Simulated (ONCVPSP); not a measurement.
# Pseudopotential generation for vanadium: ONCV, PW91

Task: generate the file, and judge it by its errors in other configurations, its logarithmic derivatives, its ghosts and its cutoff.

The numbers are computed with ONCVPSP 4.0.1 (PW91, scalar-relativistic, spin-unpolarised reference atom).

## Step 1: Starting point

Typed settings, in words:

- element: vanadium (V, Z = 23)
- type: optimised norm-conserving Vanderbilt (ONCV)
- frozen core: [Ne]
- valence charge: 13
- reference configuration: 3s2 3p6 3d4 4s1
- partial waves: 3s+4s: rc 1.85 bohr, ncon 4, nbas 9, qcut 6.2 1/bohr, 2 projectors; 3p: rc 1.55 bohr, ncon 3, nbas 6, qcut 7.2 1/bohr, 2 projectors, debl 3.2 Ha; 3d: rc 1.40 bohr, ncon 5, nbas 10, qcut 13.2 1/bohr, 3 projectors, debl 1.3 Ha
- local potential: polynomial inside 1.40 bohr (lpopt 4, dvloc0 0 Ha)
- core correction: Teter function, fcfact 2, rcfact 1.4

## Step 2: Generating the potential

Input file V.dat:

```
# ATOM AND REFERENCE CONFIGURATION
# atsym  z   nc   nv     iexc    psfile
  V 23.00    3    4  -109134      upf
#
#   n    l    f
    1    0    2.00
    2    0    2.00
    2    1    6.00
    3    0    2.00
    3    1    6.00
    3    2    4.00
    4    0    1.00
#
# PSEUDOPOTENTIAL AND OPTIMIZATION
# lmax
    2
#
#   l,   rc,      ep,       ncon, nbas, qcut
    0    1.85    0.00    4    9    6.20
    1    1.55    0.00    3    6    7.20
    2    1.40    0.00    5   10   13.20
#
# LOCAL POTENTIAL
# lloc, lpopt,  rc(5),   dvloc0
    4    4    1.40    0.00
#
# VANDERBILT-KLEINMAN-BYLANDER PROJECTORs
# l, nproj, debl
    0    2    0.90
    1    2    3.20
    2    3    1.30
#
# MODEL CORE CHARGE
# icmod, fcfact, rcfact
    3    2.00    1.40
#
# LOG DERIVATIVE ANALYSIS
# epsh1, epsh2, depsh
   -4.00    5.00    0.02
#
# OUTPUT GRID
# rlmax, drl
    6.00    0.01
#
# TEST CONFIGURATIONS
# ncnf
    4
# nvcnf
#   n    l    f
    4
    3    0    2.00
    3    1    6.00
    3    2    3.00
    4    0    2.00
#
    4
    3    0    2.00
    3    1    6.00
    3    2    3.00
    4    0    1.00
#
    4
    3    0    2.00
    3    1    6.00
    3    2    3.00
    4    0    0.00
#
    4
    3    0    2.00
    3    1    6.00
    3    2    2.00
    4    0    2.00
#
```

Launch:

```bash
oncvpsp.x < V.dat > V.out
```

Q: Predict the outcome of this session. Wanted: cutoffs for 1 and 0.1 mHa per electron, occupied waves; bound ghosts; GHOST(+) flags; largest test error; largest phase difference near zero energy, channels read; rms error of d²Exc/dn², without and with the model core.

**Answer**, as computed:

| quantity | value |
| --- | --- |
| cutoffs for 1 and 0.1 mHa per electron, occupied waves | 56 Ha and 66 Ha |
| bound ghosts | none found |
| GHOST(+) flags | none at low energy |
| largest test error (AE − PS) | +36 meV, for 3s2 3p6 3d2 4s2 (1 test unsolved) |
| largest phase difference near zero energy, channels read | 0.001 rad |
| rms error of d²Exc/dn², without and with the model core | 2.85 and 0.86 mHa |

In words: By total energies transferability is fair where solved: the largest error is 36 meV on 10.5 eV, for 3s2 3p6 3d2 4s2. Of the tests 1 gave no usable energy difference, which is a warning in itself. By its cutoff, 56 Ha for the looser tolerance, it is hard. At the looser tolerance the 3d wave is the slowest; 3p needs 20 Ha. The program's ghost test flags no bound state. Near zero energy the phases of the channels with partial waves agree within 0.001 rad.
